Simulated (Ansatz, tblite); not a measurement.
# C18H14: rung by rung

Aim: run the singlet of C18H14 at one geometry on many levels, and compare frontier levels, spin and run time.

Method: as each input shows; program: Ansatz 0.2.0, Gaussian basis.

Levels to be run: GFN1-xTB, GFN2-xTB, PBE-D4/def2-TZVP, r2SCAN-D4/def2-TZVP, HSE06-D4/def2-TZVP, ωB97X-V/def2-TZVP, r2SCAN0-D4/def2-TZVP, LC-ωPBE(0.10)/def2-SVP, LC-ωPBE(0.15)/def2-SVP, LC-ωPBE(0.20)/def2-SVP, LC-ωPBE(0.30)/def2-SVP, PBE-D4/def2-SVP, PBE0-D4/def2-SVP, HF/6-31G, B3LYP-D4/6-31G, CCSD(T)/def2-SVP, MP2/def2-TZVP, RPA/def2-TZVP.

### Step 1. The relaxed structure

The geometry is that of the singlet, from an earlier relaxation (r2SCAN-D4/def2-SVP).

32 atoms, charge 0, spin multiplicity 1.

Bond lengths: C1–C2 1.398 Å, C1–C18 1.399 Å, C1–H19 1.094 Å, C2–C3 1.396 Å, C2–H20 1.094 Å, C3–C4 1.408 Å, C3–H21 1.094 Å, C4–C5 1.480 Å, C4–C17 1.408 Å, C5–C6 1.408 Å, C5–C16 1.408 Å, C6–C7 1.393 Å, C6–H22 1.094 Å, C7–C8 1.408 Å, C7–H23 1.094 Å, C8–C9 1.480 Å, C8–C15 1.408 Å, C9–C10 1.408 Å and more. Angles: C2–C1–C18 119.5°, C2–C1–H19 120.3°, C18–C1–H19 120.3°, C1–C2–C3 120.3°, C1–C2–H20 120.1°, C3–C2–H20 119.6°, C2–C3–C4 120.9°, C2–C3–H21 119.6°, C4–C3–H21 119.4°, C3–C4–C5 120.9°, C3–C4–C17 118.1°, C5–C4–C17 120.9°, C4–C5–C6 121.2°, C4–C5–C16 121.2°, C6–C5–C16 117.6°, C5–C6–C7 121.2°, C5–C6–H22 119.5°, C7–C6–H22 119.3° and more.

Geometry (Å):

```xyz
32

C    -5.7294    0.0329    0.0848
C    -5.0303    0.9778   -0.6729
C    -3.6346    0.9706   -0.6930
C    -2.9052    0.0168    0.0431
C    -1.4255    0.0083    0.0211
C    -0.6903    1.2065   -0.0508
C     0.7024    1.1986   -0.0684
C     1.4255   -0.0082   -0.0211
C     2.9052   -0.0168   -0.0430
C     3.6135   -1.0398   -0.7029
C     5.0091   -1.0470   -0.7243
C     5.7294   -0.0330   -0.0850
C     5.0401    0.9891    0.5755
C     3.6445    0.9980    0.5953
C     0.6902   -1.2066    0.0477
C    -0.7024   -1.1984    0.0714
C    -3.6234   -0.9288    0.8006
C    -5.0190   -0.9198    0.8221
H    -6.8231    0.0391    0.1010
H    -5.5762    1.7211   -1.2618
H    -3.0986    1.6962   -1.3122
H    -1.2210    2.1627   -0.0737
H     1.2429    2.1469   -0.1397
H     3.0601   -1.8222   -1.2308
H     5.5382   -1.8457   -1.2530
H     6.8231   -0.0392   -0.1012
H     5.5938    1.7815    1.0882
H     3.1160    1.7868    1.1390
H     1.2215   -2.1611    0.1033
H    -1.2433   -2.1483    0.1104
H    -3.0775   -1.6608    1.4033
H    -5.5557   -1.6569    1.4271
```

PBE0-D4/def2-TZVP was run before; its log isn't repeated, and its numbers join the tables.

### Step 2. GFN1-xTB

Tight binding, by tblite at 300 K electronic temperature and without a spin-polarisation term:

```python
tblite.interface.Calculator('GFN1-xTB', numbers, positions, charge=0, uhf=0).singlepoint()
```

Energy -1239.9316 eV, HOMO -11.18 eV, LUMO -8.03 eV; 0.031 s.

### Step 3. GFN2-xTB

Tight binding, by tblite at 300 K electronic temperature and without a spin-polarisation term:

```python
tblite.interface.Calculator('GFN2-xTB', numbers, positions, charge=0, uhf=0).singlepoint()
```

Energy -1242.1633 eV, HOMO -10.18 eV, LUMO -7.01 eV; 0.026 s.

### Step 4. PBE-D4/def2-TZVP

start.molden holds the orbitals of an earlier run on this state, given as this run's starting guess.

in.yaml

```yaml
crystal:
  periodic: [false, false, false]
  atoms:
    - {symbol: C, position_ang: [-5.729426, 0.032862, 0.084802]}
    - {symbol: C, position_ang: [-5.030270, 0.977796, -0.672879]}
    - {symbol: C, position_ang: [-3.634637, 0.970620, -0.693039]}
    - {symbol: C, position_ang: [-2.905205, 0.016825, 0.043138]}
    - {symbol: C, position_ang: [-1.425527, 0.008280, 0.021109]}
    - {symbol: C, position_ang: [-0.690290, 1.206502, -0.050798]}
    - {symbol: C, position_ang: [0.702416, 1.198588, -0.068448]}
    - {symbol: C, position_ang: [1.425508, -0.008220, -0.021111]}
    - {symbol: C, position_ang: [2.905198, -0.016774, -0.043001]}
    - {symbol: C, position_ang: [3.613503, -1.039778, -0.702936]}
    - {symbol: C, position_ang: [5.009121, -1.047024, -0.724275]}
    - {symbol: C, position_ang: [5.729412, -0.032966, -0.084990]}
    - {symbol: C, position_ang: [5.040104, 0.989064, 0.575465]}
    - {symbol: C, position_ang: [3.644476, 0.997973, 0.595346]}
    - {symbol: C, position_ang: [0.690222, -1.206605, 0.047739]}
    - {symbol: C, position_ang: [-0.702392, -1.198380, 0.071353]}
    - {symbol: C, position_ang: [-3.623363, -0.928808, 0.800611]}
    - {symbol: C, position_ang: [-5.018964, -0.919806, 0.822092]}
    - {symbol: H, position_ang: [-6.823107, 0.039071, 0.101042]}
    - {symbol: H, position_ang: [-5.576208, 1.721052, -1.261812]}
    - {symbol: H, position_ang: [-3.098585, 1.696165, -1.312173]}
    - {symbol: H, position_ang: [-1.221016, 2.162684, -0.073684]}
    - {symbol: H, position_ang: [1.242852, 2.146915, -0.139741]}
    - {symbol: H, position_ang: [3.060123, -1.822192, -1.230825]}
    - {symbol: H, position_ang: [5.538160, -1.845699, -1.253024]}
    - {symbol: H, position_ang: [6.823094, -0.039240, -0.101188]}
    - {symbol: H, position_ang: [5.593775, 1.781496, 1.088180]}
    - {symbol: H, position_ang: [3.115991, 1.786763, 1.138986]}
    - {symbol: H, position_ang: [1.221539, -2.161115, 0.103284]}
    - {symbol: H, position_ang: [-1.243275, -2.148330, 0.110399]}
    - {symbol: H, position_ang: [-3.077507, -1.660799, 1.403316]}
    - {symbol: H, position_ang: [-5.555730, -1.656899, 1.427052]}
basis:
  gaussian: {orbitals: def2-TZVP, fitting: {mean_field: def2-universal-jkfit}, initial_orbitals: start.molden}
hamiltonian: {xc: pbe, dispersion: d4}
scf: {omitted_lower_state_checks: [starts]}
output: {orbitals: {seedname: orbitals}}
```

Run with:

```console
$ ansatz run in.yaml --threads 2 --pin off --events-out ev --progress --plain --max-ram 32768MiB --backend cuda --devices 0, --max-vram 18GiB
```

Further steps of the session: r2SCAN-D4/def2-TZVP; HSE06-D4/def2-TZVP; ωB97X-V/def2-TZVP; r2SCAN0-D4/def2-TZVP; LC-ωPBE(0.10)/def2-SVP; LC-ωPBE(0.15)/def2-SVP; LC-ωPBE(0.20)/def2-SVP; LC-ωPBE(0.30)/def2-SVP; PBE-D4/def2-SVP; PBE0-D4/def2-SVP; HF/6-31G; B3LYP-D4/6-31G; CCSD(T)/def2-SVP; MP2/def2-TZVP; RPA/def2-TZVP.

Before running them: what should the planned runs give, taken together? Wanted: gap in def2-TZVP, named functionals, smallest and largest; gap over the ω; correlation energy, CCSD(T)/def2-SVP; correlation energy, MP2/def2-TZVP; binding an atom, CCSD(T)/def2-SVP; PBE0 total energy, smallest basis above largest.

As calculated:

| quantity | value |
| --- | --- |
| gap in def2-TZVP, named functionals, smallest and largest | 3.30 eV (PBE-D4), 8.76 eV (ωB97X-V) |
| gap over the ω (1/bohr) | 6.06 eV at 0.1, 8.67 eV at 0.3 |
| correlation energy, CCSD(T)/def2-SVP | -69.09 eV |
| correlation energy, MP2/def2-TZVP | -75.90 eV |
| binding an atom, CCSD(T)/def2-SVP | 5.073 eV |
| PBE0 total energy, smallest basis above largest | 19.49 eV (def2-SVP, def2-TZVP) |

What this shows: Orbital gaps of the named functionals in def2-TZVP span 3.30 eV (PBE-D4) to 8.76 eV (ωB97X-V); exact exchange widens it. Raising the ω (1/bohr) from 0.1 to 0.3 moves the HOMO by -1.45 eV and the LUMO by +1.16 eV. A small miss in a minimal or small basis is a cancelling of errors, not accuracy. The functionals in def2-TZVP miss CCSD(T)/def2-SVP by +0.134 (r2SCAN0-D4) to +0.384 eV (PBE-D4) an atom. The yardstick is in a double-zeta basis, so levels in larger sets aren't compared like for like. The reference is CCSD(T) in one finite basis, so it carries an error of its own, often a tenth of an eV or more, and near misses can't be ranked.
